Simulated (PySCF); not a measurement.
**A gas-phase reaction: ClFGeH2O + F2 → ClF2GeHO + FH**

What reaction energy should one expect for `[OH][GeH]([F])[Cl]` + `FF` → `[OH][Ge]([F])([F])[Cl]` + `F`?

Computed with PySCF 2.14.0; each step states its level. No surroundings beyond the atoms listed, unless a continuum is named. Atoms count from 0, parts from 1.

### Step 1. Starting point

Each species was relaxed by itself at PBE0-D3(BJ)/def2-SVPD.

### Step 2. Energies of the species: wB97M-D3(BJ)/def2-TZVPD

What the job is given:

```
{"job": {"kind": "react", "xc": "wB97M-D3(BJ)", "basis": "def2-TZVPD"}, "charge": 0, "multiplicity": 1}
-1 ClFGeH2O charge 0 multiplicity 1
O      0.986980     0.905600    -0.164110
Ge    -0.115780    -0.456460    -0.157610
F     -1.628050     0.053040    -0.852940
Cl    -0.601750    -1.013510     1.858160
H      0.736860     1.639710     0.406710
H      0.463240    -1.597870    -0.974280

-1 F2 charge 0 multiplicity 1
F      0.688940    -0.008810    -0.002950
F     -0.688940     0.008810     0.002950

+1 ClF2GeHO charge 0 multiplicity 1
O     -0.247260     0.848820    -1.146760
Ge     0.017920    -0.093740     0.289960
F      1.618330    -0.733900     0.321360
F     -0.999150    -1.484600     0.308290
Cl    -0.334920     1.085010     1.998200
H     -0.098340     0.373120    -1.972040

+1 FH charge 0 multiplicity 1
F      0.459840    -0.012210    -0.009270
H     -0.459840     0.012210     0.009270
```

Level: wB97M-D3(BJ)/def2-TZVPD reaction energy of separated species, gas phase.

Run with:

```console
> OMP_NUM_THREADS=1 python cluster_run.py task.json out
```

The driver reads the jobs from task.json and runs them one after another.

Output:

```text
species 1 (ClFGeH2O)
coarse grid: 29160 points
cycle   1  E = -2713.5991308997  dE = -3.293e-01  |g| = 1.088e+00  |ddm| = 1.911e+00
cycle   2  E = -2713.5492073943  dE =  4.992e-02  |g| = 1.342e+00  |ddm| = 1.282e+00
cycle   3  E = -2713.7797817957  dE = -2.306e-01  |g| = 6.345e-02  |ddm| = 6.552e-01
cycle   4  E = -2713.7805150246  dE = -7.332e-04  |g| = 3.739e-02  |ddm| = 7.131e-02
cycle   5  E = -2713.7807328229  dE = -2.178e-04  |g| = 6.567e-03  |ddm| = 2.410e-02
cycle   6  E = -2713.7807448542  dE = -1.203e-05  |g| = 2.625e-03  |ddm| = 9.068e-03
cycle   7  E = -2713.7807465837  dE = -1.729e-06  |g| = 7.080e-04  |ddm| = 3.115e-03
final grid: 58344 points
cycle   8  E = -2713.7806069460  dE = -3.164e-07  |g| = 7.337e-04  |ddm| = 2.122e-03
cycle   9  E = -2713.7806069383  dE =  7.671e-09  |g| = 8.882e-04  |ddm| = 7.569e-04
cycle  10  E = -2713.7806070471  dE = -1.087e-07  |g| = 5.524e-05  |ddm| = 3.835e-04
cycle  11  E = -2713.7806070495  dE = -2.421e-09  |g| = 3.060e-05  |ddm| = 1.272e-04
cycle  12  E = -2713.7806070499  dE = -4.047e-10  |g| = 7.895e-06  |ddm| = 4.739e-05
converged SCF energy = -2713.7806070499

species 2 (F2)
coarse grid: 10600 points
cycle   1  E = -199.6113005293  dE =  1.195e-02  |g| = 3.458e-01  |ddm| = 1.052e+00
cycle   2  E = -199.6264069442  dE = -1.511e-02  |g| = 1.647e-01  |ddm| = 1.842e-01
cycle   3  E = -199.6293650765  dE = -2.958e-03  |g| = 2.217e-02  |ddm| = 5.435e-02
cycle   4  E = -199.6294266573  dE = -6.158e-05  |g| = 8.600e-03  |ddm| = 1.161e-02
cycle   5  E = -199.6294375073  dE = -1.085e-05  |g| = 7.501e-04  |ddm| = 4.105e-03
cycle   6  E = -199.6294376456  dE = -1.383e-07  |g| = 3.049e-05  |ddm| = 6.348e-04
final grid: 23208 points
cycle   7  E = -199.6294280706  dE = -2.175e-09  |g| = 2.057e-05  |ddm| = 1.254e-04
cycle   8  E = -199.6294280706  dE = -6.895e-11  |g| = 1.072e-05  |ddm| = 1.684e-05
converged SCF energy = -199.6294280706

species 3 (ClF2GeHO)
coarse grid: 31984 points
cycle   1  E = -2812.9191321615  dE = -1.528e-01  |g| = 1.183e+00  |ddm| = 2.023e+00
cycle   2  E = -2812.8733342519  dE =  4.580e-02  |g| = 1.441e+00  |ddm| = 1.401e+00
cycle   3  E = -2813.1275112729  dE = -2.542e-01  |g| = 5.207e-02  |ddm| = 7.003e-01
cycle   4  E = -2813.1280315200  dE = -5.202e-04  |g| = 2.613e-02  |ddm| = 5.715e-02
cycle   5  E = -2813.1281474652  dE = -1.159e-04  |g| = 8.060e-03  |ddm| = 1.938e-02
cycle   6  E = -2813.1281573846  dE = -9.919e-06  |g| = 2.419e-03  |ddm| = 6.245e-03
final grid: 64576 points
cycle   7  E = -2813.1279776389  dE = -6.516e-07  |g| = 2.483e-03  |ddm| = 3.566e-03
cycle   8  E = -2813.1279773291  dE =  3.098e-07  |g| = 2.901e-03  |ddm| = 2.582e-03
cycle   9  E = -2813.1279785751  dE = -1.246e-06  |g| = 2.002e-04  |ddm| = 1.323e-03
cycle  10  E = -2813.1279785825  dE = -7.326e-09  |g| = 4.297e-05  |ddm| = 1.505e-04
cycle  11  E = -2813.1279785838  dE = -1.297e-09  |g| = 9.947e-06  |ddm| = 9.770e-05
cycle  12  E = -2813.1279785838  dE = -2.956e-11  |g| = 5.259e-06  |ddm| = 1.144e-05
converged SCF energy = -2813.1279785838

species 4 (FH)
coarse grid: 7776 points
cycle   1  E = -100.4688149438  dE = -9.408e-02  |g| = 4.644e-01  |ddm| = 6.197e-01
cycle   2  E = -100.4724959839  dE = -3.681e-03  |g| = 5.038e-01  |ddm| = 3.808e-01
cycle   3  E = -100.5053094704  dE = -3.281e-02  |g| = 2.574e-02  |ddm| = 1.678e-01
cycle   4  E = -100.5053854486  dE = -7.598e-05  |g| = 5.006e-03  |ddm| = 1.077e-02
cycle   5  E = -100.5053900898  dE = -4.641e-06  |g| = 4.334e-04  |ddm| = 3.766e-03
final grid: 16976 points
cycle   6  E = -100.5053937541  dE = -6.399e-08  |g| = 1.071e-04  |ddm| = 8.222e-04
cycle   7  E = -100.5053937576  dE = -3.441e-09  |g| = 8.266e-05  |ddm| = 2.185e-04
cycle   8  E = -100.5053937585  dE = -8.929e-10  |g| = 2.032e-05  |ddm| = 3.754e-05
converged SCF energy = -100.5053937585

Reaction energy = -140.151 kcal/mol
```

It took 65 s on 1 thread of Arm Neoverse N1, shared host; peak memory 0.77 GiB.

Species by species (with the dispersion term, which the log's SCF energies lack):

```tsv
ν	species	energy (Eh)	HOMO (eV)
-1	[OH][GeH]([F])[Cl]	-2713.78547	-11.95
-1	FF	-199.62975	-14.36
+1	[OH][Ge]([F])([F])[Cl]	-2813.13293	-12.65
+1	F	-100.50563	-14.54
```

### Step 3. Reaction energy: PBE0-D3(BJ)/def2-TZVPD

The job, as its differences from that of step 2:

```diff
@@ -1,2 +1,2 @@
-{"job": {"kind": "react", "xc": "wB97M-D3(BJ)", "basis": "def2-TZVPD"}, "charge": 0, "multiplicity": 1}
+{"job": {"kind": "react", "xc": "PBE0", "basis": "def2-TZVPD", "disp": "d3bj"}, "charge": 0, "multiplicity": 1}
 -1 ClFGeH2O charge 0 multiplicity 1
```

With the program's defaults for keys left out, this is: PBE0-D3(BJ)/def2-TZVPD reaction energy of separated species, gas phase.

Output:

```text
species 1 (ClFGeH2O)
coarse grid: 29160 points
cycle   1  E = -2712.9030219243  dE = -2.331e-01  |g| = 1.158e+00  |ddm| = 1.950e+00
cycle   2  E = -2712.5363467215  dE =  3.667e-01  |g| = 1.927e+00  |ddm| = 1.695e+00
cycle   3  E = -2713.0890523239  dE = -5.527e-01  |g| = 1.626e-01  |ddm| = 1.134e+00
cycle   4  E = -2713.0931219166  dE = -4.070e-03  |g| = 6.448e-02  |ddm| = 1.416e-01
cycle   5  E = -2713.0936857580  dE = -5.638e-04  |g| = 1.299e-02  |ddm| = 3.931e-02
cycle   6  E = -2713.0937106908  dE = -2.493e-05  |g| = 6.676e-03  |ddm| = 1.053e-02
cycle   7  E = -2713.0937179120  dE = -7.221e-06  |g| = 1.426e-03  |ddm| = 3.821e-03
final grid: 58344 points
cycle   8  E = -2713.0936927924  dE =  8.275e-08  |g| = 1.939e-03  |ddm| = 2.518e-03
cycle   9  E = -2713.0936920666  dE =  7.259e-07  |g| = 2.925e-03  |ddm| = 2.623e-03
cycle  10  E = -2713.0936934412  dE = -1.375e-06  |g| = 2.767e-04  |ddm| = 1.549e-03
cycle  11  E = -2713.0936934558  dE = -1.464e-08  |g| = 4.376e-05  |ddm| = 1.726e-04
cycle  12  E = -2713.0936934561  dE = -2.547e-10  |g| = 7.217e-06  |ddm| = 3.069e-05
converged SCF energy = -2713.0936934561

species 2 (F2)
coarse grid: 2176 points
cycle   1  E = -199.3949430523  dE =  9.181e-02  |g| = 2.764e-01  |ddm| = 1.051e+00
cycle   2  E = -199.4014728432  dE = -6.530e-03  |g| = 1.374e-01  |ddm| = 1.363e-01
cycle   3  E = -199.4037882055  dE = -2.315e-03  |g| = 2.290e-02  |ddm| = 5.059e-02
cycle   4  E = -199.4038512207  dE = -6.302e-05  |g| = 8.080e-03  |ddm| = 1.132e-02
cycle   5  E = -199.4038594265  dE = -8.206e-06  |g| = 1.816e-04  |ddm| = 3.279e-03
final grid: 23208 points
cycle   6  E = -199.4096322298  dE = -7.816e-06  |g| = 1.271e-03  |ddm| = 8.094e-03
cycle   7  E = -199.4096322839  dE = -5.402e-08  |g| = 1.037e-03  |ddm| = 8.886e-04
cycle   8  E = -199.4096324210  dE = -1.371e-07  |g| = 7.527e-05  |ddm| = 4.284e-04
cycle   9  E = -199.4096324217  dE = -7.281e-10  |g| = 1.990e-05  |ddm| = 3.202e-05
converged SCF energy = -199.4096324217

species 3 (ClF2GeHO)
coarse grid: 31984 points
cycle   1  E = -2812.1068013719  dE = -3.998e-02  |g| = 1.265e+00  |ddm| = 2.085e+00
cycle   2  E = -2811.7452630273  dE =  3.615e-01  |g| = 2.043e+00  |ddm| = 1.848e+00
cycle   3  E = -2812.3287713643  dE = -5.835e-01  |g| = 1.021e-01  |ddm| = 1.187e+00
cycle   4  E = -2812.3300077569  dE = -1.236e-03  |g| = 6.025e-02  |ddm| = 9.713e-02
cycle   5  E = -2812.3305070270  dE = -4.993e-04  |g| = 1.057e-02  |ddm| = 3.580e-02
cycle   6  E = -2812.3305232738  dE = -1.625e-05  |g| = 5.144e-03  |ddm| = 8.310e-03
cycle   7  E = -2812.3305276274  dE = -4.354e-06  |g| = 1.065e-03  |ddm| = 2.967e-03
final grid: 64576 points
cycle   8  E = -2812.3305054641  dE = -1.570e-07  |g| = 1.418e-03  |ddm| = 2.717e-03
cycle   9  E = -2812.3305050874  dE =  3.766e-07  |g| = 2.090e-03  |ddm| = 1.956e-03
cycle  10  E = -2812.3305058197  dE = -7.323e-07  |g| = 2.142e-04  |ddm| = 1.163e-03
cycle  11  E = -2812.3305058283  dE = -8.588e-09  |g| = 3.013e-05  |ddm| = 1.297e-04
cycle  12  E = -2812.3305058284  dE = -1.342e-10  |g| = 6.159e-06  |ddm| = 2.333e-05
converged SCF energy = -2812.3305058284

species 4 (FH)
coarse grid: 1712 points
cycle   1  E = -100.3541397258  dE = -3.605e-02  |g| = 4.958e-01  |ddm| = 6.253e-01
cycle   2  E = -100.3146207530  dE =  3.952e-02  |g| = 7.430e-01  |ddm| = 5.125e-01
cycle   3  E = -100.3938640421  dE = -7.924e-02  |g| = 2.284e-02  |ddm| = 2.892e-01
cycle   4  E = -100.3939395995  dE = -7.556e-05  |g| = 4.205e-03  |ddm| = 9.787e-03
cycle   5  E = -100.3939415835  dE = -1.984e-06  |g| = 3.557e-04  |ddm| = 1.247e-03
final grid: 16976 points
cycle   6  E = -100.3948398275  dE = -1.859e-05  |g| = 4.003e-03  |ddm| = 7.543e-03
cycle   7  E = -100.3948378955  dE =  1.932e-06  |g| = 5.508e-03  |ddm| = 3.358e-03
cycle   8  E = -100.3948419984  dE = -4.103e-06  |g| = 9.883e-05  |ddm| = 2.016e-03
cycle   9  E = -100.3948419996  dE = -1.267e-09  |g| = 1.773e-05  |ddm| = 3.908e-05
cycle  10  E = -100.3948419997  dE = -4.761e-11  |g| = 3.063e-06  |ddm| = 1.023e-05
converged SCF energy = -100.3948419997

Reaction energy = -139.372 kcal/mol
```

It took 35 s on 1 thread of Arm Neoverse N1, shared host; peak memory 0.7 GiB.

Reaction energy at this level: -139.4 kcal/mol.

### Step 4. Side by side

Energies in kcal/mol, with wall time:

```tsv
run	reaction	time
wB97M-D3(BJ)/def2-TZVPD	-140.2	65 s
PBE0-D3(BJ)/def2-TZVPD	-139.4	35 s
```

### Step 5. Outcome

```
                                                quantity                      value
               reaction energy (wB97M-D3(BJ)/def2-TZVPD)            -140.2 kcal/mol
                     ΔH, ΔG at 298 K (xTB thermal terms)    -138.4, -138.0 kcal/mol
range of the reaction energy over the runs of this table  -140.2 to -139.4 kcal/mol
```

**Reading.** The reaction is exothermic by 138.4 kcal/mol in the gas phase; dispersion gives -0.00, and xTB itself gave -100.9 for the electronic energy (xTB energies and thermal terms come from the earlier relaxation of each species, not shown). No barrier was sought. xTB and this level differ widely in the electronic energy, so what comes from xTB (the thermal terms above all) is less safe here. The reaction energy runs from -140.2 (wB97M-D3(BJ)/def2-TZVPD) to -139.4 kcal/mol (PBE0-D3(BJ)/def2-TZVPD).
